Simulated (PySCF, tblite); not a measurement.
# C₇H₁₆O₂Si: geometry, infrared bands and NMR shifts

Aim: predict the infrared bands and NMR shifts of C₇H₁₆O₂Si (`CO[SiH2]OCC1CCCC1`).

Computed with tblite 0.8.0 and PySCF 2.14.0, with density-fitted response routines of our own, on a single molecule in the gas phase. Atoms count from 0, in the outputs and in this text.

## 1. The starting structure

26 atoms, charge 0, multiplicity 1; geometry from: force field or distance geometry start.

Bonds of the start (Å): C0–O1 1.38, O1–Si2 1.71, Si2–O3 1.71, O3–C4 1.40, C4–C5 1.52, C5–C6 1.49, C6–C7 1.50, C7–C8 1.53, C8–C9 1.50, C9–C5 1.51, C0–H10 1.12, C0–H11 1.10, C0–H12 1.10, Si2–H13 1.47, Si2–H14 1.47, C4–H15 1.12, C4–H16 1.11, C5–H17 1.11, C6–H18 1.13, C6–H19 1.11, C7–H20 1.13, C7–H21 1.10, C8–H22 1.11, C8–H23 1.09, C9–H24 1.10, C9–H25 1.10.

## 2. Optimising the geometry with GFN2-xTB

The job: settings as JSON, then the geometry in Å.

```
{"job": {"kind": "relax", "xc": "GFN2-xTB", "basis": "xTB"}, "charge": 0, "multiplicity": 1}
C      4.216600     0.536300     0.156100
O      3.996600    -0.784300     0.506400
Si     2.457100    -1.358400     0.051000
O      1.222800    -0.195400     0.284000
C     -0.024000    -0.775700     0.554200
C     -0.975000     0.395100     0.732100
C     -2.383300     0.000000     1.018600
C     -3.134300     0.063900    -0.281300
C     -2.082200     0.401200    -1.344000
C     -1.143500     1.226100    -0.516100
H      3.314700     1.032100    -0.276700
H      4.489600     1.119000     1.048400
H      5.071000     0.565900    -0.534800
H      2.404900    -1.826900    -1.345400
H      2.154300    -2.523500     0.902500
H      0.072000    -1.379300     1.488800
H     -0.321700    -1.430700    -0.286300
H     -0.540900     1.066900     1.501400
H     -2.845100     0.762200     1.707500
H     -2.427700    -1.005500     1.494800
H     -3.874700     0.917600    -0.204400
H     -3.711200    -0.840200    -0.516400
H     -2.520400     1.060500    -2.121000
H     -1.663200    -0.537500    -1.713300
H     -1.612700     2.169800    -0.204300
H     -0.160900     1.363200    -0.999100
```

Run with:

```
OMP_NUM_THREADS=1 python probes_run.py task.json out
```

The driver reads the jobs from task.json and runs them one after another.

**Question.** This job is followed by: GFN2-xTB harmonic vibrations, gas phase; PBE0-D3(BJ)/def2-SVP geometry optimisation, gas phase; GIAO PBE0/pcSseg-1 NMR shielding, non-relativistic, gas phase; GIAO B3LYP/pcSseg-1 NMR shielding, non-relativistic, gas phase. Predict these results of the whole session: strongest single infrared mode (GFN2-xTB); zero-point energy (GFN2-xTB); point group; rotational constants (main isotopes); 13C shifts against TMS (PBE0/pcSseg-1, means over atoms taken as alike); 1H shifts against TMS (PBE0/pcSseg-1, means over atoms taken as alike); 17O shifts against H2O (PBE0/pcSseg-1); 29Si shifts against TMS (PBE0/pcSseg-1); range of the shift of Si2.

The runs gave:

| quantity | value |
| --- | --- |
| strongest single infrared mode (GFN2-xTB) | 2185 cm⁻¹, 321 km/mol |
| zero-point energy (GFN2-xTB) | 138.0 kcal/mol |
| point group | C1 |
| rotational constants (main isotopes) | 2.22, 0.55, 0.48 GHz |
| 13C shifts against TMS (PBE0/pcSseg-1, means over atoms taken as alike) | 70.4, 54.0, 41.1, 30.4, 28.7 ppm |
| 1H shifts against TMS (PBE0/pcSseg-1, means over atoms taken as alike) | 4.68, 3.72, 3.28, 2.19, 1.58, 1.39, 1.37, 1.08 ppm |
| 17O shifts against H2O (PBE0/pcSseg-1) | 65.1, 36.1 ppm |
| 29Si shifts against TMS (PBE0/pcSseg-1) | -22.9 ppm |
| range of the shift of Si2 | -30.2 to -22.9 ppm |

Relaxing lowered the energy by 0.963 eV in 221 steps; the close pair that moved most is O1–Si2, from 1.705 to 1.613 Å (GFN2-xTB). No mode is imaginary among the 72: a minimum at this level. The strongest single mode, at 2185 cm⁻¹, moves mainly H13. GFN2-xTB is a fitted tight-binding method: band positions and strengths are rough. Its intensities can rank the bands wrongly. Over 17 steps the energy fell by 0.345 eV; of the close pairs, Si2–O3 changed most, 1.584 to 1.657 Å (PBE0/def2-SVP). At PBE0/pcSseg-1: The largest span, 145 ppm, is at O1, where the paramagnetic term is -93 ppm. Across the 2 runs the shift of Si2 moves most, between -30.2 (B3LYP/pcSseg-1) and -22.9 ppm (PBE0/pcSseg-1).
